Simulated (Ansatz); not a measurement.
# C₂H₈FN₂Nb: vertical ionisation energy

An exercise on one series of results from a longer session: the logs are not shown, and one member is left open.

Method: unrestricted cation, the program's frozen cores in correlated methods; program: Ansatz 0.2.0, Gaussian basis.

Plan: UKS PBE-D4/def2-TZVPP; UKS r2SCAN-D4/def2-TZVPP; UKS PBE0-D4/def2-TZVPP; UKS B3LYP-D4/def2-TZVPP; UKS wB97X-V/def2-TZVPP; UKS wB97M-V/def2-TZVPP; UKS B2PLYP/def2-TZVPP; UHF-CCSD(T)/def2-TZVPP; UHF-MP2/def2-QZVPP; extrapolation to the limit; then −ε(HOMO) from the neutral's earlier runs with LDA (SPW92), PBE-D4, revPBE-D4, BLYP-D4, r2SCAN-D4, B97M-V, PBE0-D4, B3LYP-D4, r2SCANh-D4, r2SCAN0-D4, HSE06-D4, BHLYP-D4, CAM-B3LYP-D4, LC-ωPBE, ωB97X-V, ωB97M-V.

## The relaxed structure

The geometry comes from an earlier relaxation with PBE0-D4 in a triple-zeta def2 set; it is a stationary point, not always the lowest conformer. Nb takes the def2 core potential; no spin-orbit term is included.

SMILES `C[N]=[Nb]([CH3])([NH2])[F]`, 14 atoms, charge 0, spin multiplicity 1.

Atoms are counted from 1 here; the program's logs count them from 0.

Bond lengths: C1–N2 1.419 Å, C1–H7 1.096 Å, C1–H8 1.096 Å, C1–H9 1.096 Å, N2–Nb3 1.743 Å, Nb3–C4 2.163 Å, Nb3–N5 1.967 Å, Nb3–F6 1.897 Å, C4–H10 1.097 Å, C4–H11 1.096 Å, C4–H12 1.092 Å, N5–H13 1.008 Å, N5–H14 1.012 Å. Angles: N2–C1–H7 110.7°, N2–C1–H8 111.6°, N2–C1–H9 110.6°, H7–C1–H8 108.1°, H7–C1–H9 107.7°, H8–C1–H9 107.9°, C1–N2–Nb3 173.4°, N2–Nb3–C4 103.0°, N2–Nb3–N5 104.3°, N2–Nb3–F6 114.0°, C4–Nb3–N5 107.4°, C4–Nb3–F6 109.8°, N5–Nb3–F6 117.2°, Nb3–C4–H10 110.2°, Nb3–C4–H11 109.3°, Nb3–C4–H12 112.6°, H10–C4–H11 108.2°, H10–C4–H12 108.5° and more.

As a file:

```
C    -0.9602   -2.1475    0.7637
N    -0.4958   -0.8266    0.5322
Nb    0.1375    0.7942    0.4381
C     1.8604    0.5685   -0.8504
N    -1.2248    1.7920   -0.5700
F     0.6759    1.5115    2.1101
H    -0.4717   -2.8542    0.0837
H    -0.7613   -2.4701    1.7916
H    -2.0408   -2.2126    0.5930
H     2.3085    1.5479   -1.0591
H     2.6107   -0.0517   -0.3468
H     1.6131    0.0906   -1.8008
H    -2.0867    1.4344   -0.9516
H    -1.1776    2.7943   -0.7050
```

Set-up of the first run:

Input file in.yaml:

```yaml
crystal:
  periodic: [false, false, false]
  atoms:
    - {symbol: C, position_ang: [-0.960227, -2.147541, 0.763712]}
    - {symbol: N, position_ang: [-0.495841, -0.826589, 0.532228]}
    - {symbol: Nb, position_ang: [0.137469, 0.794163, 0.438149]}
    - {symbol: C, position_ang: [1.860429, 0.568486, -0.850414]}
    - {symbol: N, position_ang: [-1.224761, 1.792008, -0.570010]}
    - {symbol: F, position_ang: [0.675880, 1.511462, 2.110072]}
    - {symbol: H, position_ang: [-0.471738, -2.854197, 0.083692]}
    - {symbol: H, position_ang: [-0.761255, -2.470128, 1.791626]}
    - {symbol: H, position_ang: [-2.040828, -2.212635, 0.593022]}
    - {symbol: H, position_ang: [2.308544, 1.547858, -1.059064]}
    - {symbol: H, position_ang: [2.610740, -0.051660, -0.346795]}
    - {symbol: H, position_ang: [1.613128, 0.090649, -1.800821]}
    - {symbol: H, position_ang: [-2.086712, 1.434413, -0.951639]}
    - {symbol: H, position_ang: [-1.177626, 2.794308, -0.704959]}
basis:
  gaussian: {orbitals: def2-TZVPP}
total_charge: 1
magnetization: {spin_polarized: true, initial_magnetization: 1}
hamiltonian: {xc: pbe, dispersion: d4}
```

Steps of the session up to this table: Cation, UKS PBE-D4/def2-TZVPP; Cation, UKS r2SCAN-D4/def2-TZVPP; Cation, UKS PBE0-D4/def2-TZVPP; Cation, UKS B3LYP-D4/def2-TZVPP; Cation, UKS wB97X-V/def2-TZVPP; Cation, UKS wB97M-V/def2-TZVPP; Cation, UKS B2PLYP (frozen core)/def2-TZVPP; Cation, UHF-CCSD(T)/def2-TZVPP; Cation, UHF-MP2/def2-QZVPP.

One of the session's tables, all rows but one given; the rest of the session is left out.

For comparison, −ε(HOMO) of the neutral from earlier runs:

```
  functional  −ε(HOMO) (eV)
 LDA (SPW92)           6.07
      PBE-D4           5.91
   revPBE-D4           5.84
     BLYP-D4           5.78
   r2SCAN-D4           6.14
      B97M-V           6.20
     PBE0-D4           7.21
    B3LYP-D4           6.99
  r2SCANh-D4           6.64
  r2SCAN0-D4           7.38
    HSE06-D4           6.81
    BHLYP-D4              ?
CAM-B3LYP-D4           8.59
     LC-ωPBE           9.94
     ωB97X-V           9.59
     ωB97M-V           9.51
```

Estimate the missing values for BHLYP-D4.

Worked estimate for «−ε(HOMO) (eV)». Against the share of exact exchange, BLYP-D4 (0, 5.78), B3LYP-D4 (0.2, 6.99) give a slope of 6.05 per unit share; at 0.5 the line stands at 8.80.

As computed: −ε(HOMO) (eV): 8.40. In «−ε(HOMO) (eV)» the line misses by +0.40.

Caveats from the session: The cation may have settled in a state other than its lowest; no search over hole states beyond the program's own was made.
